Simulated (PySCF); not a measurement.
# MoBr: bond curves at several levels of theory

The task here is to estimate one member of a computed series from the others.

The runs use PySCF 2.14.0; Mo def2-TZVPPD with ECP28, Br def2-TZVPPD, scalar-relativistic core potentials.

Set-up of the first run:

Settings of the job:

```json
{"atoms": "Mo, Br", "charge": "0", "basis": "Mo def2-TZVPPD with ECP28, Br def2-TZVPPD", "Hamiltonian": "scalar-relativistic core potentials", "basis functions": "113", "electrons treated": "49", "masses in u": "97.9054, 78.9183", "levels": "PBE0, PBE, r²SCAN, BP86, B97-3, LDA, r²SCANh, PW91, ωB97X, HF, MP2, SCS-MP2", "grid": "80 radial by 434 angular points", "occupations": "held fixed by the projection of orbital angular momentum", "dissociation limit": "Mo + Br, each in its ground configuration", "starting distance in angstrom": "2.410", "values of 2S to try": "1, 3, 5, 7, 9"}
```

On the command line:

```
$ OMP_NUM_THREADS=2 python dia.py task.json out
```

Steps of the session up to this table: Set-up; First curve: PBE0; Excited determinants; PBE (GGA); r²SCAN (meta-GGA); BP86 (GGA); B97-3 (global hybrid GGA); LDA (local density); r²SCANh; PW91; ωB97X (range-separated hybrid); UHF.

One of the session's tables, all rows but one given; the rest of the session is left out.

Energy (eV) from each level's lowest point:

```
R (Å)    UHF  UHF-MP2  UHF-SCS-MP2    LDA    PBE
2.101  1.689    1.003        1.105  0.783  1.000
2.199  0.880    0.413        0.480  0.280  0.417
2.296  0.389    0.109        0.146  0.049  0.115
2.370  0.172    0.013        0.031  0.000  0.018
2.443  0.050    0.000        0.000  0.027  0.000
2.516  0.000    0.047        0.030  0.108  0.041
2.614      ?        ?            ?      ?      ?
2.736  0.114    0.400        0.337  0.536  0.366
2.883  0.307    0.715        0.625  0.884  0.660
3.078  0.619    1.152        1.031  1.349  1.065
```

**Question.** Estimate the row for R (Å) = 2.614.

Worked estimate for «UHF». A straight line through the neighbours (2.516, 0.000) and (2.736, 0.114) gives 0.000 + (0.114 − 0.000) × (2.614 − 2.516) / (2.736 − 2.516) = 0.051; a parabola fitted to 4 rows on both sides gives 0.023.

**Answer.** UHF: 0.013; UHF-MP2: 0.175; UHF-SCS-MP2: 0.137; LDA: 0.274; PBE: 0.157. In «UHF» the line misses by +0.038 and the parabola by +0.010.

Caveats from the session: Lowest PBE0 solution found, without spin–orbit coupling: ⁶Σ⁺ (sextet), unpaired electrons σ ↑, π ↑↑, δ ↑↑. Spin–orbit coupling is left out. Warnings in the runs' records: inverted.
